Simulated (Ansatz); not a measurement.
HfB2, space group P6/mmm: cell relaxations under several functionals, run with Ansatz 0.2.0 through its Python package.

Input file `hfb2.extxyz`:
```text
3
Lattice="3.14 0.0 0.0 -1.57 2.71931977 0.0 0.0 0.0 3.48" Properties=species:S:1:pos:R:3 pbc="T T T"
Hf    0.00000000    0.00000000    0.00000000
B    -0.00000000    1.81287985    1.74000000
B     1.57000000    0.90643992    1.74000000
```

`hfb2_lattice.py`
```python
"""Relaxed cell of HfB2 under several functionals."""

import ansatz as az
import numpy as np

MESH = (12, 12, 10)
FILLING = "fermi_dirac"
FMAX = 0.03

def edges_and_angles(cell):
    cell = np.asarray(cell)
    a, b, c = np.linalg.norm(cell, axis=1)
    cosines = cell[1] @ cell[2] / (b * c), cell[0] @ cell[2] / (a * c), cell[0] @ cell[1] / (a * b)
    return (a, b, c, *np.degrees(np.arccos(cosines)))

cell = az.Crystal.from_extxyz("hfb2.extxyz")

setup = (
    cell.calculation()
    .kpoints(*MESH)
    .basis(18 * az.Ha)
    .occupations(FILLING)
    .relax(cell=True, force_tolerance=FMAX)
)

levels = [("pbe", "none"), ("r2scan", "none"), ("pbe", "d3bj")]
print("level            a       b       c    alpha   beta  gamma  V/atom  steps")
for name, dispersion in levels:
    seen = []
    run = setup.functional(name, dispersion=dispersion).session().plan()
    outcome = run.execute(on_event=lambda e: seen.append(e) if e["event"] == "relax_step" else None)
    cell = outcome.lattice.cell_ang
    label = name if dispersion == "none" else f"{name}+{dispersion}"
    print("{:13s} {:7.4f} {:7.4f} {:7.4f} {:6.2f} {:6.2f} {:6.2f}".format(label, *edges_and_angles(cell)), f"{abs(np.linalg.det(cell)) / len(outcome.lattice.sites):7.3f} {len(seen):5d}")
```

Rank the levels of theory by the volume of the relaxed cell.

From smallest to largest: PBE+D3BJ (9.72 Å³ an atom, -1.8 % against the start), r2SCAN (9.88 Å³ an atom, -0.2 % against the start) and PBE (9.96 Å³ an atom, +0.5 % against the start). The spread is 2.4 % in volume.

The run itself:

`python hfb2_lattice.py` gives:
```text
level            a       b       c    alpha   beta  gamma  V/atom  steps
pbe            3.1452  3.1452  3.4874  90.00  90.00 120.00   9.959     5
DeckWarning: basis.ecutwfc = 489.804952427784 eV is below the records' recommended 500 eV, and the density's cutoff is lower with it unless basis.ecutrho_ratio is high enough to keep the records' density cutoff: compare with a run at a higher cutoff
r2scan         3.1361  3.1361  3.4806  90.00  90.00 120.00   9.882     4
pbe+d3bj       3.1218  3.1218  3.4563  90.00  90.00 120.00   9.723     6
```
(Warnings from the package without file and line.)

What to keep in mind:
- The cutoff lies under the one recommended for these potentials in some of the runs.
- Forces vanish by symmetry, so the ions can't move, and the end may be a saddle.
- Dispersion corrections can be off by several per cent in the lattices of metals, and by several GPa in the pressure at a fixed cell.
- Spin-orbit coupling, which matters for elements this heavy, is left out.
- The starting cell is as deposited in a crystallographic database; the results hold for this polymorph, which needn't be the stable one.
- Finished in 67 s on 1 thread of Arm Neoverse V1, on a shared host, peak memory 0.55 GiB.
